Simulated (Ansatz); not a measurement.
# C5H8AlN: basis-set convergence

An exercise on one series of results from a longer session: the logs are not shown, and one member is left open.

The runs use Ansatz 0.2.0, Gaussian basis; one geometry, several basis sets.

Levels to be run: PBE0-D4/def2-SVP; ωB97M-V/def2-SVP; PBE0-D4/def2-QZVPP; ωB97M-V/def2-QZVPP; the functionals' def2-TZVPP values are taken from earlier runs.

## Structure used throughout

An earlier PBE0-D4 in a triple-zeta def2 set relaxation fixed the geometry.

15 atoms, charge 0, spin multiplicity 1.

Atoms are counted from 1 here; the program's logs count them from 0.

Bond lengths: Al1–N2 2.031 Å, Al1–H8 1.606 Å, Al1–H9 1.606 Å, Al1–H10 1.604 Å, N2–C3 1.334 Å, N2–C7 1.334 Å, C3–C4 1.381 Å, C3–H11 1.084 Å, C4–C5 1.385 Å, C4–H12 1.082 Å, C5–C6 1.385 Å, C5–H13 1.084 Å, C6–C7 1.381 Å, C6–H14 1.082 Å, C7–H15 1.084 Å. Angles: N2–Al1–H8 99.4°, N2–Al1–H9 99.4°, N2–Al1–H10 101.4°, H8–Al1–H9 118.6°, H8–Al1–H10 116.2°, H9–Al1–H10 116.2°, Al1–N2–C3 120.4°, Al1–N2–C7 120.3°, C3–N2–C7 119.3°, N2–C3–C4 122.1°, N2–C3–H11 115.7°, C4–C3–H11 122.2°, C3–C4–C5 118.7°, C3–C4–H12 119.8°, C5–C4–H12 121.5°, C4–C5–C6 119.0°, C4–C5–H13 120.5°, C6–C5–H13 120.5° and more.

As a file:

| atom | x (Å) | y (Å) | z (Å) |
| --- | --- | --- | --- |
| Al1 | -0.7185 | 0.3984 | 2.4560 |
| N2 | -0.1355 | 0.1078 | 0.5318 |
| C3 | 0.8835 | -0.7064 | 0.2518 |
| C4 | 1.2778 | -0.9704 | -1.0453 |
| C5 | 0.5919 | -0.3651 | -2.0858 |
| C6 | -0.4635 | 0.4831 | -1.7917 |
| C7 | -0.7954 | 0.6950 | -0.4680 |
| H8 | -1.3083 | 1.8864 | 2.3301 |
| H9 | 0.6933 | 0.1905 | 3.1918 |
| H10 | -1.7950 | -0.7765 | 2.6425 |
| H11 | 1.3866 | -1.1419 | 1.1077 |
| H12 | 2.1104 | -1.6367 | -1.2295 |
| H13 | 0.8789 | -0.5495 | -3.1144 |
| H14 | -1.0239 | 0.9796 | -2.5730 |
| H15 | -1.6042 | 1.3547 | -0.1746 |

The first run:

in.yaml reads:

```yaml
crystal:
  periodic: [false, false, false]
  atoms:
    - {symbol: Al, position_ang: [-0.718504, 0.398420, 2.455990]}
    - {symbol: N, position_ang: [-0.135525, 0.107813, 0.531843]}
    - {symbol: C, position_ang: [0.883502, -0.706418, 0.251786]}
    - {symbol: C, position_ang: [1.277756, -0.970368, -1.045326]}
    - {symbol: C, position_ang: [0.591856, -0.365071, -2.085785]}
    - {symbol: C, position_ang: [-0.463457, 0.483081, -1.791716]}
    - {symbol: C, position_ang: [-0.795426, 0.695027, -0.467955]}
    - {symbol: H, position_ang: [-1.308255, 1.886404, 2.330076]}
    - {symbol: H, position_ang: [0.693322, 0.190511, 3.191778]}
    - {symbol: H, position_ang: [-1.794977, -0.776526, 2.642457]}
    - {symbol: H, position_ang: [1.386594, -1.141876, 1.107738]}
    - {symbol: H, position_ang: [2.110361, -1.636665, -1.229454]}
    - {symbol: H, position_ang: [0.878856, -0.549476, -3.114428]}
    - {symbol: H, position_ang: [-1.023917, 0.979595, -2.573024]}
    - {symbol: H, position_ang: [-1.604185, 1.354748, -0.174583]}
basis:
  gaussian: {orbitals: def2-SVP}
hamiltonian: {xc: pbe0, dispersion: d4}
output: {orbitals: {seedname: orbitals}}
```

Run with:

```bash
ansatz run in.yaml --threads 8 --pin off --events-out ev --progress --plain --max-ram 18278MiB
```

Steps of the session up to this table: PBE0-D4 in def2-SVP; ωB97M-V in def2-SVP; PBE0-D4 in def2-QZVPP; ωB97M-V in def2-QZVPP.

One table of the session follows, with a row left open; its other results are not shown here.

It belongs to the step «Density functionals: the series». 

| functional | basis | HOMO (eV) | LUMO (eV) |
| --- | --- | --- | --- |
| PBE0-D4 | def2-SVP | ? | ? |
| PBE0-D4 | def2-TZVPP | -7.08 | -2.14 |
| PBE0-D4 | def2-QZVPP | -7.08 | -2.16 |
| ωB97M-V | def2-SVP | -9.18 | 0.02 |
| ωB97M-V | def2-TZVPP | -9.29 | -0.08 |
| ωB97M-V | def2-QZVPP | -9.31 | -0.13 |

Q: Estimate the row for PBE0-D4, def2-SVP from the others.

**Answer.** HOMO (eV): -7.02; LUMO (eV): -2.11. In the column «HOMO (eV)» it is the highest.
